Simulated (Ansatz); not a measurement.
# SrTl: stress in a strained cell

Aim: deform SrTl (equal xy, yz and zx engineering shear strains of -2 %) and compute stress, forces and field gradients with LAPW, PAW and all-electron datasets made for the crystal.

Program: Ansatz 0.2.0. Level of theory: DFT LDA, scalar-relativistic. These are calculated values, not measurements.

## Step 1: The structure to begin with

Symmetry: Pm-3m, No. 221, cubic system. Conventional cell: a = 4.032 Å, b = 4.032 Å, c = 4.032 Å, α = 90.00°, β = 90.00°, γ = 90.00°. Sr (site symmetry m-3m) has 8 Tl at 3.49 Å as nearest neighbours. Tl (site symmetry m-3m) is surrounded by 8 Sr at 3.49 Å.

Coordinates:

```
CELL_PARAMETERS angstrom
4.03200 0.00000 0.00000
0.00000 4.03200 0.00000
0.00000 0.00000 4.03200
ATOMIC_POSITIONS crystal
Sr 0.00000 0.00000 0.00000
Tl 0.50000 0.50000 0.50000
```

Atoms are numbered in the order of the input: Sr1, Tl2.

## Step 2: The deformed structure

Space group Pm-3m before, R-3m after.

## Step 3: All-electron LAPW

File input.yaml:

```yaml
crystal:
  lattice:
    - [4.032, -0.04032, -0.04032]
    - [-0.04032, 4.032, -0.04032]
    - [-0.04032, -0.04032, 4.032]
  atoms:
    - { symbol: Sr, position: [0.0, 0.0, 0.0] }
    - { symbol: Tl, position: [0.5, 0.5, 0.5] }
kpoints:
  mp_grid: { grid: [8, 8, 8] }
  band_path:
    path:
      - [0.0, 0.0, 0.0]
      - [0.5, 0.0, 0.0]
      - [0.5, -0.5, 0.5]
      - [0.4804921086, -0.5195078914, 0.4804921086]
      - [0.4804921086, 0.4804921086, 0.4804921086]
      - [0.0, 0.0, 0.0]
      - [0.5, -0.5, 0.0]
    npoints: 5
scf:
  occupations: { method: fermi_dirac, width: 0.05 }
hamiltonian:
  xc: lda
  pseudopotentials: { kind: all_electron, lapw: { basis_error: 0.0005 } }
output:
  forces: true
  stress: true
  eigenvalues: true
```

Launch:

```
> ansatz run input.yaml --threads 1 --pin off --max-ram 3072MiB --backend cpu --events-out ev --progress --plain --runs-dir out
```

## Step 4: PAW with frozen cores

File input.yaml:

```yaml
crystal:
  lattice:
    - [4.032, -0.04032, -0.04032]
    - [-0.04032, 4.032, -0.04032]
    - [-0.04032, -0.04032, 4.032]
  atoms:
    - { symbol: Sr, position: [0.0, 0.0, 0.0] }
    - { symbol: Tl, position: [0.5, 0.5, 0.5] }
kpoints:
  mp_grid: { grid: [8, 8, 8] }
scf:
  occupations: { method: fermi_dirac, width: 0.05 }
hamiltonian:
  xc: lda
  pseudopotentials: { kind: paw }
output:
  forces: true
  stress: true
  eigenvalues: true
  efg: { contact_densities: true }
```

## Step 5: All-electron PAW on datasets made for the crystal

input.yaml: that of step 4 with these lines changed.

```diff
@@ -14,3 +14,3 @@
   xc: lda
-  pseudopotentials: { kind: paw }
+  pseudopotentials: { kind: all_electron, datasets: crystal }
 output:
```

(Steps that only read results are left out.)

What does the calculation give? Wanted: pressure; largest shear or deviatoric stress.

**Answer**, as computed:

| quantity | value |
| --- | --- |
| pressure | LAPW -1.81, PAW -1.81, crystal datasets -1.81 GPa |
| largest shear or deviatoric stress (LAPW) | 0.44 GPa |

**Reading.** The largest part of the stress beyond the pressure is 0.44 GPa in size; the atoms are carried along and not relaxed. No run of the undeformed cell stands beside it, so the pressure holds what the given cell had before the change. PAW: stress within 0.01 GPa of LAPW. Crystal datasets: stress within 0.01 GPa of LAPW. Spin-orbit coupling is left out, though the cell holds Tl; in elements this heavy it can shift bands and gaps by tenths of an eV.
